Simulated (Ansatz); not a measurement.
# Bi: the cost of one run

Method: DFT PBEsol, scalar-relativistic, plane waves, PAW, in Ansatz 0.2.0.

**1. The system as given**

It takes space group P6/mmm (No. 191, hexagonal). Conventional cell: a = 3.507 Å, b = 3.507 Å, c = 3.276 Å, α = 90.00°, β = 90.00°, γ = 120.00°. Bi (site symmetry 6/mmm) is surrounded by 8 Bi at 3.28 to 3.51 Å.

Coordinates:

```
Bi
1.0
     3.50656    0.00000    0.00000
    -1.75328    3.03677    0.00000
     0.00000    0.00000    3.27644
Bi
1
Cartesian
  0.0000 0.0000 0.0000
```

This is candidate A: simple hexagonal type (P6/mmm, No. 191).

(A quick probe on a coarse mesh, which set the mesh and smearing, is not shown.)

**3. A loose first relaxation (candidate A)**

File input.yaml:

```yaml
crystal:
  lattice:
    - [3.5065618443, 0.0, 0.0]
    - [-1.7532809221, 3.0367716371, 0.0]
    - [0.0, 0.0, 3.2764437233]
  atoms:
    - { symbol: Bi, position: [0.0, 0.0, 0.0] }
basis:
  ecutwfc: 420
kpoints:
  mp_grid: { grid: [6, 6, 6] }
hamiltonian:
  xc: pbesol
scf:
  occupations: { method: gaussian, width: 0.1 }
  lower_state_search: "off"
output:
  forces: true
  stress: true
  eigenvalues: true
relax:
  adjacent_minimum: "off"
  f_tol: 0.04
  max_steps: 70
  cell: { stress_tol: 0.4 }
```

Q: Estimate wall time and peak memory on 1 thread of an x86-64 CPU, shared host.

About 3.5 s, with a peak of 0.39 GiB.
